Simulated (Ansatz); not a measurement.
## Sr, space group I4_1/amd: a phonon calculation by linear response

Computed with Ansatz 0.2.0, Python API.

The script, `dfpt_sr.py`:
```python
# -*- coding: utf-8 -*-
from pathlib import Path
import logging
import sys
import warnings

import ansatz
import numpy as np

logging.basicConfig(stream=sys.stdout, format="%(levelname)s:%(name)s:%(message)s")
logger = logging.getLogger("run")
logger.setLevel(logging.INFO)


def main():
    warnings.simplefilter("ignore", ansatz.DeckWarning)

    vectors = np.array([
        [-3.70635828, 3.70635828, 2.02087647],
        [3.70635828, -3.70635828, 2.02087647],
        [3.70635828, 3.70635828, -2.02087647],
    ])
    system = (
        ansatz.Lattice.of(vectors)
        .atom("Sr", [0.75, 0.25, 0.5])
        .atom("Sr", [0.0, 0.0, 0.0])
    )

    base = (
        system.calculation()
        .basis(450)
        .occupations("Fermi-Dirac", width=0.05)
        .functional(ansatz.Functional.LDA)
        .kpoints(10, 10, 10)
        .phonons("dfpt", points=[(0, 0, 0), (0.5, 0, 0.5), (0.5, 0.5, 0)])
    )
    out = base.run(threads=1, pin="off", runs_dir="runs")
    ph = out.phonons

    for q in ph.qpoints:
        print("q =", np.round(q.q_frac, 3), "1/cm:", " ".join(f"{w:.1f}" for w in q.omega_inv_cm))


if __name__ == "__main__":
    main()
```

```console
$ python dfpt_sr.py
RunWarning: eigensolver did not converge (k=1): 1 band(s) unlocked after 2 eigensolves, warm-restarted (20 sweeps on the last) at ethr=1.00e-12 eV (lowest unlocked band 13, counted from 0; max residual 6.41e-6 eV among the unlocked bands, 6.41e-6 eV over every band); it also stands for any lines of this kind, at other spin channels or k-points, that are folded behind it: those get no warning and are in no list of notices (the docstring of `ansatz.RunWarning` has the rule; a callback given to `ansatz.Run.execute(on_event=...)` receives each)
q = [0. 0. 0.] 1/cm: -37.6 -0.0 -0.0 0.0 105.0 105.0
q = [0.5 0.  0.5] 1/cm: -36.1 54.2 70.2 83.5 95.1 97.6
q = [0.5 0.5 0. ] 1/cm: -30.4 -30.4 52.4 52.4 78.2 78.2
```
(Warnings from the package without file and line.)

What to keep in mind:
- The cell isn't relaxed first, so the values belong to this volume.
- A negative frequency stands for an imaginary mode.
- This isn't the structure that Sr takes at ambient conditions.
- The structure is taken as given; imaginary modes can come from an unrelaxed or unstable start. Phonons of metals also depend on mesh and smearing.
- The script silences the warnings on its input, which a real study should read.
- Run time: 3.2 min on 1 thread of Intel(R) Xeon(R) Platinum 8488C (Sapphire Rapids), on a shared host, peak memory 1.4 GiB.
